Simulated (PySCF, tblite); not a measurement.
# C₅H₁₄OSSi: geometry, infrared bands and NMR shifts

Aim: predict the infrared bands and NMR shifts of C₅H₁₄OSSi (`CCCC[Si@H](S)OC`).

Programs: tblite 0.8.0 and PySCF 2.14.0, with density-fitted response routines of our own. Each step states its level of theory. These are calculated values for one molecule in the gas phase, unless marked as measured. Atoms are numbered from 0 throughout.

### Step 1. The starting structure

22 atoms, charge 0, multiplicity 1; geometry from: force field or distance geometry start.

Bonds of the start (Å): C0–C1 1.53, C1–C2 1.52, C2–C3 1.54, C3–Si4 1.87, Si4–S5 2.13, Si4–O6 1.66, O6–C7 1.41, C0–H8 1.10, C0–H9 1.08, C0–H10 1.10, C1–H11 1.09, C1–H12 1.11, C2–H13 1.09, C2–H14 1.11, C3–H15 1.12, C3–H16 1.09, Si4–H17 1.48, S5–H18 1.34, C7–H19 1.10, C7–H20 1.10, C7–H21 1.10.

### Step 2. Geometry optimisation with GFN2-xTB

What the job is given:

```
{"job": {"kind": "relax", "xc": "GFN2-xTB", "basis": "xTB"}, "charge": 0, "multiplicity": 1}
C      3.804600     0.106500    -0.214900
C      2.496600    -0.678300    -0.315000
C      1.288600     0.211800    -0.102500
C     -0.022900    -0.581800    -0.206800
Si    -1.605600     0.390500     0.000500
S     -1.720500     1.155600     1.989600
O     -2.964100    -0.533200    -0.254600
C     -4.171400     0.119000    -0.593400
H      3.901000     0.582700     0.767500
H      4.651800    -0.553000    -0.355100
H      3.830500     0.887600    -0.982700
H      2.444400    -1.175500    -1.283000
H      2.504800    -1.472500     0.463600
H      1.353700     0.708900     0.868700
H      1.280300     1.018000    -0.861800
H     -0.013800    -1.382000     0.570700
H     -0.057000    -1.088200    -1.169400
H     -1.620300     1.525800    -0.955500
H     -1.853200    -0.031300     2.596500
H     -4.944000    -0.650200    -0.717500
H     -4.510800     0.802200     0.198800
H     -4.082800     0.656700    -1.545200
```

On the command line:

```
$ OMP_NUM_THREADS=1 python probes_run.py task.json out
```

The driver reads the jobs from task.json and runs them one after another.

**Question.** This job is followed by: GFN2-xTB harmonic vibrations, gas phase; GIAO PBE0/pcSseg-1 NMR shielding, non-relativistic, gas phase. What will the session give for the following? strongest single infrared mode (GFN2-xTB); zero-point energy (GFN2-xTB); ¹³C shifts against TMS (PBE0/pcSseg-1); ¹H shifts against TMS (PBE0/pcSseg-1, means over atoms taken as alike); ²⁹Si shifts against TMS (PBE0/pcSseg-1); ³³S shifts against CS2 (PBE0/pcSseg-1); ¹⁷O shifts against H2O (PBE0/pcSseg-1); surface potential, 1st and 99th percentile.

The runs gave:

| quantity | value |
| --- | --- |
| strongest single infrared mode (GFN2-xTB) | 2299 cm⁻¹, 201 km/mol |
| zero-point energy (GFN2-xTB) | 113.1 kcal/mol |
| ¹³C shifts against TMS (PBE0/pcSseg-1) | 52.3, 32.3, 28.2, 24.7, 17.1 ppm |
| ¹H shifts against TMS (PBE0/pcSseg-1, means over atoms taken as alike) | 5.17, 3.83, 1.30, 1.29, 1.28, 1.04, 1.04, 0.93, 0.74, 0.19 ppm |
| ²⁹Si shifts against TMS (PBE0/pcSseg-1) | 1.9 ppm |
| ³³S shifts against CS2 (PBE0/pcSseg-1) | -220 ppm |
| ¹⁷O shifts against H2O (PBE0/pcSseg-1) | 30.3 ppm |
| surface potential, 1st and 99th percentile | -1.05 V and 1.08 V |

**Reading.** Over 94 steps the energy fell by 0.225 eV; of the close pairs, Si4–O6 changed most, 1.662 to 1.621 Å. No mode is imaginary among the 60: a minimum at this level. The strongest single mode, at 2299 cm⁻¹, moves mainly H17. GFN2-xTB is a fitted tight-binding method: band positions and strengths are rough. Its intensities can rank the bands wrongly. At PBE0/pcSseg-1: The largest span, 278 ppm, is at S5, where the paramagnetic term is -336 ppm.
